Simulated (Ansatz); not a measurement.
**Si2BBr: one candidate of a structure search**

Where does this trial cell of Si2BBr go when cell and atoms are let free?

Method: DFT PBE, scalar-relativistic, plane waves, PAW, in Ansatz 0.2.0.

**1. The structure to begin with**

The structure is tetragonal, space group P4mm (No. 99). Conventional cell: a = 4.503 Å, b = 4.503 Å, c = 3.499 Å, α = 90.00°, β = 90.00°, γ = 90.00°. Si (site symmetry 2mm) has 2 Br at 2.26 Å and 2 B at 2.37 Å as nearest neighbours. B (site symmetry 4mm) has 4 Si at 2.37 Å as nearest neighbours. Around Br (site symmetry 4mm) lie 4 Si at 2.26 Å.

As a file:

```cif
data_structure
_symmetry_space_group_name_H-M 'P 1'
_symmetry_Int_Tables_number 1
_cell_length_a 4.5026
_cell_length_b 4.5026
_cell_length_c 3.4985
_cell_angle_alpha 90.000
_cell_angle_beta 90.000
_cell_angle_gamma 90.000
_cell_volume 70.93
loop_
_atom_site_label
_atom_site_type_symbol
_atom_site_fract_x
_atom_site_fract_y
_atom_site_fract_z
_atom_site_occupancy
Si1 Si 0.50000 0.00000 0.39526 1
Si2 Si 0.00000 0.50000 0.39526 1
B1 B 0.00000 0.00000 0.18681 1
Br1 Br 0.50000 0.50000 0.46544 1
```

Recipe of the guess: random cell by space group and Wyckoff sites (P4mm, No. 99). Its size is a rough estimate.

**2. A first look at the guess**

input.yaml

```yaml
crystal:
  lattice:
    - [4.5025607, 0.0, 0.0]
    - [0.0, 4.5025607, 0.0]
    - [0.0, 0.0, 3.49850762]
  atoms:
    - { symbol: Si, position: [0.5, 0.0, 0.39525664] }
    - { symbol: Si, position: [0.0, 0.5, 0.39525664] }
    - { symbol: B, position: [0.0, 0.0, 0.18680618] }
    - { symbol: Br, position: [0.5, 0.5, 0.46543867] }
basis:
  ecutwfc: 420
kpoints:
  mp_grid: { grid: [4, 4, 6] }
hamiltonian:
  xc: pbe
scf:
  occupations: { method: gaussian, width: 0.1 }
  lower_state_search: "off"
output:
  forces: true
  stress: true
  eigenvalues: true
```

The run is started by

```console
> ansatz run input.yaml --threads 1 --pin off --max-ram 2048MiB --backend cpu --events-out ev --progress --plain --runs-dir out
```

The session goes on with these runs: coarse relaxation; final relaxation; relaxing again on a mesh for the new cell.

Q: Predict the outcome of this session. Wanted: conventional cell; volume; energy over the elements; gap on the mesh.

**Answer**, as computed:

| quantity | value |
| --- | --- |
| symmetry at the end (tolerance 0.05 Å) | space group P4mm (No. 99) |
| conventional cell | a = 3.859 Å, b = 3.859 Å, c = 5.896 Å, α = 90.00°, β = 90.00°, γ = 90.00° |
| volume | 21.95 Å³/atom |
| energy over the elements | +0.69 eV/atom |
| gap on the mesh | none (metal) |

What this shows: The space group P4mm (No. 99) is kept, and the volume per atom grows by 23.8 % from the first guess. The formation energy is positive, so the separate elements lie lower. No finished test with a distortion of lower symmetry is shown, so the end may be a saddle point. Spin polarisation is off in the runs that give these values; a magnetic solution could lie lower. Layers here are held mostly by dispersion, which this level lacks, so their spacing and the stiffness across them are unreliable there.
